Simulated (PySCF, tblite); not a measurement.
**C₃H₁₀N₂O₂Si₃: geometry, infrared bands and NMR shifts**

Wanted: the infrared bands and NMR shifts of C₃H₁₀N₂O₂Si₃ (`O=CN[SiH2]O[Si@H]1C=C[SiH2]N1`), by calculation.

The runs use tblite 0.8.0 and PySCF 2.14.0, with density-fitted response routines of our own; the level of theory stands in each step. All values are computed, except where a source is named. Atoms count from 0, in the outputs and in this text.

## 1. The starting structure

20 atoms, charge 0, multiplicity 1; geometry from: force field or distance geometry start.

Bonds of the start (Å): O0–C1 1.22, C1–N2 1.35, N2–Si3 1.75, Si3–O4 1.66, O4–Si5 1.65, Si5–C6 1.84, C6–C7 1.34, C7–Si8 1.84, Si8–N9 1.71, N9–Si5 1.72, C1–H10 1.11, N2–H11 1.01, Si3–H12 1.47, Si3–H13 1.48, Si5–H14 1.48, C6–H15 1.06, C7–H16 1.08, Si8–H17 1.48, Si8–H18 1.48, N9–H19 1.02.

## 2. Relaxing the molecule with GFN2-xTB

Job settings and geometry (Å):

```
{"job": {"kind": "relax", "xc": "GFN2-xTB", "basis": "xTB"}, "charge": 0, "multiplicity": 1}
O      4.830100     0.396700    -1.391800
C      4.438300     0.026200    -0.301600
N      3.177400     0.006000     0.190600
Si     1.834600     0.581800    -0.767900
O      0.487600     0.262800     0.156400
Si    -1.138500     0.510000     0.003100
C     -1.984000    -0.694000    -1.100400
C     -2.994800    -1.312400    -0.475800
Si    -3.201300    -0.750700     1.266300
N     -1.774800     0.152900     1.563000
H      5.152000    -0.370700     0.454200
H      2.944400    -0.319700     1.116300
H      1.949500     2.033200    -0.965400
H      1.747100    -0.189400    -2.025300
H     -1.453400     1.918000    -0.337400
H     -1.673600    -0.853200    -2.105900
H     -3.651200    -2.058900    -0.909900
H     -4.374200     0.142000     1.410100
H     -3.217400    -1.876300     2.220200
H     -1.103000    -0.477200     1.998200
```

Started as:

```console
> OMP_NUM_THREADS=1 python probes_run.py task.json out
```

One launch serves the whole session: the jobs run in the order shown.

**Question.** This job is followed by: GFN2-xTB harmonic vibrations, gas phase; GIAO PBE0/pcSseg-1 NMR shielding, non-relativistic, gas phase. Predict these results of the whole session: strongest single infrared mode (GFN2-xTB); zero-point energy (GFN2-xTB); 13C shifts against TMS (PBE0/pcSseg-1); 1H shifts against TMS (PBE0/pcSseg-1); 17O shifts against H2O (PBE0/pcSseg-1); 15N shifts against NH3 (PBE0/pcSseg-1); 29Si shifts against TMS (PBE0/pcSseg-1); surface potential, 1st and 99th percentile.

**Answer**, as computed:

```
                                 quantity                                                           value
strongest single infrared mode (GFN2-xTB)                                           1067 cm⁻¹, 970 km/mol
             zero-point energy (GFN2-xTB)                                                   80.7 kcal/mol
   13C shifts against TMS (PBE0/pcSseg-1)                                         167.7, 157.5, 156.7 ppm
    1H shifts against TMS (PBE0/pcSseg-1)  8.33, 7.51, 7.41, 5.63, 5.54, 5.51, 5.27, 5.16, 4.47, 0.40 ppm
   17O shifts against H2O (PBE0/pcSseg-1)                                                 445.7, 71.0 ppm
   15N shifts against NH3 (PBE0/pcSseg-1)                                                 134.5, 24.8 ppm
  29Si shifts against TMS (PBE0/pcSseg-1)                                         -27.2, -35.9, -37.7 ppm
    surface potential, 1st and 99th percentile                                              -1.85 V and 1.83 V
```

Over 123 steps the energy fell by 0.595 eV; of the close pairs, Si3–O4 changed most, 1.664 to 1.614 Å. The lowest mode is slightly imaginary (15i cm⁻¹), a soft motion within the noise of the Hessian, so the minimum is not strictly shown. The strongest single mode, at 1067 cm⁻¹, moves mainly O4. Unscaled tight-binding wavenumbers are off by several per cent, some by more. Its intensities can rank the bands wrongly. At PBE0/pcSseg-1: Shielding is most anisotropic at O0 (span 681 ppm, paramagnetic term -512 ppm). By nearest atom (PBE0/pcSseg-1), the HOMO sits on N9 61 %; H17, H19 about 7 % each and the LUMO on C6, C7 about 30 % each; H15, H16 about 8 % each.
